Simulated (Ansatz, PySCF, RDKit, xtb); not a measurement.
# LiSi2H4F: from the formula to a structure

Only the formula LiSi2H4F is given. Aim: find the structure of lowest free energy at 298.15 K, then its properties.

The funnel: GFN2-xTB relaxations, single points with a density functional, relaxations at PBE0-D3(BJ)/def2-SVP, harmonic vibrations, and a last energy at a higher level. All values are calculated.

4 further runs of the same task are left out: 4 set aside as unsound or not needed.

## (1) Possible bonding patterns

All bonding patterns within simple valence rules are listed by program: one Lewis structure each, at most two rings and one unusual centre or charged pair. O–O, O–halogen and N–halogen bonds and N–N–N chains are not drawn. That gives 7 candidates.

```
label                SMILES     spin
 c024   F[SiH2][Li-][SiH2+]  singlet
 c125   [LiH-][SiH+][SiH2]F  singlet
 c296     [Li][SiH2][SiH2]F  singlet
 c324   [Li][Si@H](F)[SiH3]  singlet
 c359  [F][Li-][SiH+][SiH3]  singlet
 c505  [LiH-][Si+](F)[SiH3]  singlet
 c719    F[SiH+][Li-][SiH3]  singlet
```

Candidates are built by distance geometry, with a force field where one applies, in up to four conformers (letters a to d). 10 starts with atoms placed at random are added, to find patterns that the rules miss.

Q: Predict the outcome of this search (final energies at CCSD(T)/def2-TZVP).

| quantity | value |
| --- | --- |
| lowest structure found | [Li][SiH2][SiH2]F, singlet, Cs |
| next finalist | [Li][F][SiH][SiH3] ‡, singlet, 4.3 kcal/mol higher in G |
| share at equilibrium, among the finalists | 99.9 % |
| harmonic wavenumbers, lowest and highest (PBE0-D3(BJ)/def2-SVP) | 65 and 2183 cm⁻¹ |
| rotational constants, same geometry | 0.3989, 0.07456, 0.06564 cm⁻¹ |
| dipole moment (PBE0/def2-TZVPD) | 9.12 D |
| HOMO energy (PBE0/def2-TZVPD) | -5.93 eV |
| LUMO energy (PBE0/def2-TZVPD) | -1.66 eV |
| HOMO–LUMO gap (PBE0/def2-TZVPD) | 4.26 eV |
| lowest excitation (TD-CAM-B3LYP/def2-SVPD) | 3.36 eV (f = 0.143) |
| strongest of the states computed, same level | 4.24 eV (f = 0.174) |
| lowest triplet excitation, same level, Tamm-Dancoff | 3.04 eV |
| vertical ionisation energy | 7.80 eV |
| vertical electron affinity | 0.84 eV |
| vertical triplet less singlet | +3.06 eV |

The lowest structure found is `[Li][SiH2][SiH2]F`. Among the finalists first place is clear (4.3 kcal/mol); structures outside the list aren't covered. HF/def2-TZVP and MP2/def2-TZVP already put its bonding pattern lowest among the structures in one piece; PBE0-D3(BJ)/def2-SVP favours the singlet [F][Li][SiH][SiH3] ‡. One minimum inside the window was never screened. The search is not exhaustive (a finite list of starts, one conformer a finalist), so a lower isomer can't be ruled out. Patterns outside the rules of the enumeration were met only by chance. Bonds to the alkali or alkaline-earth atom are largely ionic, and its place along soft bends is ill-defined.

‡ marks the bonded skeleton alone, with all bonds drawn single: no Lewis structure was assigned that passes a check against the bond lengths.
